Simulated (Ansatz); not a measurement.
# Zn3Ga2N: the cost of one run

Computed with Ansatz 0.2.0 (DFT PBE, scalar-relativistic, plane waves, PAW, unless a step's input says otherwise).

2 further runs of the same task are left out: 1 that didn't finish, 1 set aside as unsound or not needed.

**1. The starting structure**

It takes space group R-3m (No. 166, trigonal). The conventional cell has a = 5.157 Å, b = 5.157 Å, c = 11.310 Å, α = 90.00°, β = 90.00°, γ = 120.00°. Zn (site symmetry 2/m) is surrounded by 2 N at 2.40 Å and 4 Zn at 2.58 Å and 2 Ga at 2.75 Å. Around Ga (site symmetry 3m) lie 9 Zn at 2.75 to 2.96 Å and 4 Ga at 2.91 to 3.10 Å and 3 N at 3.01 Å. N (site symmetry -3m) is surrounded by 6 Zn at 2.40 Å and 6 Ga at 3.01 Å.

As a file:

```cif
data_structure
_symmetry_space_group_name_H-M 'R-3m:H'
_symmetry_Int_Tables_number 166
_cell_length_a 5.1575
_cell_length_b 5.1575
_cell_length_c 11.3100
_cell_angle_alpha 90.000
_cell_angle_beta 90.000
_cell_angle_gamma 120.000
_cell_volume 260.54
loop_
_atom_site_label
_atom_site_type_symbol
_atom_site_symmetry_multiplicity
_atom_site_Wyckoff_symbol
_atom_site_fract_x
_atom_site_fract_y
_atom_site_fract_z
_atom_site_occupancy
Zn1 Zn 9 d 0.33333 0.16667 0.16667 1
Ga1 Ga 6 c 0.33333 0.66667 0.03782 1
N1 N 3 a 0.00000 0.00000 0.00000 1
```

The cell is invented: species swapped into a database cell of Lu2AlCo3 (R-3m, No. 166), with Ga on the Lu sites, N on the Al sites and Zn on the Co sites. Its size is a rough estimate.

**2. Probe: one point on a coarse mesh**

The input, input.yaml:

```yaml
crystal:
  lattice:
    - [2.57874007, 1.48883627, 3.77001472]
    - [-2.57874007, 1.48883627, 3.77001472]
    - [0.0, -2.97767254, 3.77001472]
  atoms:
    - { symbol: Zn, position: [0.5, 0.0, 0.0] }
    - { symbol: Zn, position: [0.0, 0.5, 0.0] }
    - { symbol: Zn, position: [0.0, 0.0, 0.5] }
    - { symbol: Ga, position: [0.37115148, 0.37115148, 0.37115148] }
    - { symbol: Ga, position: [0.62884852, 0.62884852, 0.62884852] }
    - { symbol: "N", position: [0.0, 0.0, 0.0] }
basis:
  ecutwfc: 420
kpoints:
  mp_grid: { grid: [6, 6, 6] }
hamiltonian:
  xc: pbe
scf:
  occupations: { method: gaussian, width: 0.1 }
  lower_state_search: "off"
output:
  forces: true
  stress: true
  eigenvalues: true
```

Launch:

```bash
$ ansatz run input.yaml --threads 1 --pin off --max-ram 2560MiB --backend cpu --events-out ev --progress --plain --runs-dir out
```

What time and memory should one allow on 1 thread of Intel Xeon 6975P-C (Granite Rapids), shared host?

About 4.6 s, with a peak of 0.45 GiB.
